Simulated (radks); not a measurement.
# Ne⁴⁺ in [He] 2s2 2p2: an all-electron calculation

One table from this session's results is given with a row withheld; the runs are named, their logs left out.

Program: radks (a radial shooting solver on a logarithmic mesh, Libxc functionals) version 1. Level of theory: scalar-relativistic Kohn-Sham, B86b exchange with PBE correlation, spin-polarised, spherical densities, finite nucleus; open shells are filled with parallel spins first. These are calculated values, not measurements, unless marked.

**What is computed**

| Quantity | Value |
| --- | --- |
| element | neon (Z = 10) |
| charge | +4 |
| electrons | 6 |
| configuration | [He] 2s2 2p2 |
| nuclear rms radius | 3.0055 fm |

Outer shells as boxes (Hund's rule):

Ne⁴⁺
```
[He] core
2s [↑↓]
2p [↑ ][↑ ][  ]
```

Set-up of the first run:

Input:

```text
Z 10
configuration [He] 2s2 2p2 3s0 3p0 3d0
relativity scalar-relativistic
functional b86_mgc,pbe
spin polarised
nucleus finite rms 3.0055 fm
c 137.035999084
```

One of the session's tables, all rows but one given; the rest of the session is left out.

It belongs to the step «Radial structure». From the orbitals of this run (lengths in bohr):

```
  level     <r>  outermost maximum (interpolated)  90 % within  nodes
  1s up  0.1577                             0.103        0.282      0
1s down  0.1573                             0.102        0.281      0
  2s up  0.7585                             0.628         1.18      1
2s down       ?                                 ?            ?      ?
  2p up  0.7001                             0.535         1.15      0
2p down  0.7171                             0.544         1.18      0
  3s up   2.060                              1.89         3.00      2
```

Q: Estimate the row for 2s down from the others.

**Answer.** <r>: 0.7715; outermost maximum (interpolated): 0.634; 90 % within: 1.20; nodes: 1. In the column «<r>» it lies between 2s up (0.7585) and 3s up (2.060).

To keep in mind: Open shells are spherical and high-spin; term and fine-structure splittings are not resolved.
